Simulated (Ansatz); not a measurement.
**Ga: one candidate of a structure search**

Aim: relax a trial structure of Ga and see where it ends.

Computed with Ansatz 0.2.0 (DFT PBE, scalar-relativistic, plane waves, PAW, unless a step's input says otherwise).

## 1. The starting structure

Symmetry: P6/mmm, No. 191, hexagonal system. Conventional cell: a = 4.607 Å, b = 4.607 Å, c = 14.000 Å, α = 90.00°, β = 90.00°, γ = 120.00°. Ga (site symmetry -6m2) is surrounded by 3 Ga at 2.66 Å.

Structure file:

```xyz
2
Lattice="4.6072 0.0000 0.0000 -2.3036 3.9899 0.0000 0.0000 0.0000 14.0000" Properties=species:S:1:pos:R:3 pbc="T T F"
Ga    0.0000    2.6600    7.0000
Ga    2.3036    1.3300    7.0000
```

Recipe of the guess: random sheet by layer group and Wyckoff sites. The dimensions are guesses.

Only a and b are periodic; c spans vacuum, so the box's volume, pressure and space group aren't properties of the sheet.

## 2. The guess as it stands, on a coarse mesh

input.yaml reads:

```yaml
crystal:
  lattice:
    - [4.607192, 0.0, 0.0]
    - [-2.303596, 3.989945, 0.0]
    - [0.0, 0.0, 14.0]
  atoms:
    - { symbol: Ga, position: [0.33333333, 0.66666667, 0.5] }
    - { symbol: Ga, position: [0.66666667, 0.33333333, 0.5] }
  periodic: [true, true, false]
basis:
  ecutwfc: 420
kpoints:
  mp_grid: { grid: [6, 6, 1] }
hamiltonian:
  xc: pbe
scf:
  occupations: { method: gaussian, width: 0.1 }
  lower_state_search: "off"
output:
  forces: true
  stress: true
  eigenvalues: true
```

Run with:

```sh
> ansatz run input.yaml --threads 1 --pin off --max-ram 2048MiB --backend cpu --events-out ev --progress --plain --runs-dir out
```

The session goes on with these runs: coarse relaxation; relaxation on the finer mesh.

Before running it: what results should come out? Wanted: relaxed cell; area; thickness between outermost nuclei; energy over the standard state; gap on the mesh.

As calculated:

| quantity | value |
| --- | --- |
| symmetry at the end (tolerance 0.05 Å) | layer group p6/mmm (No. 80) |
| relaxed cell | a = 4.330 Å, b = 4.330 Å, γ = 120.0° |
| area | 8.12 Å²/atom |
| thickness between outermost nuclei | 0.00 Å |
| energy over the standard state | +0.63 eV/atom |
| gap on the mesh | none (metal) |

The layer group p6/mmm (No. 80) is kept, and the area per atom shrinks by 11.7 % from the first guess. It lies above the element's standard state, so it is metastable at best. No finished test with a distortion of lower symmetry is shown, so the end may be a saddle point.
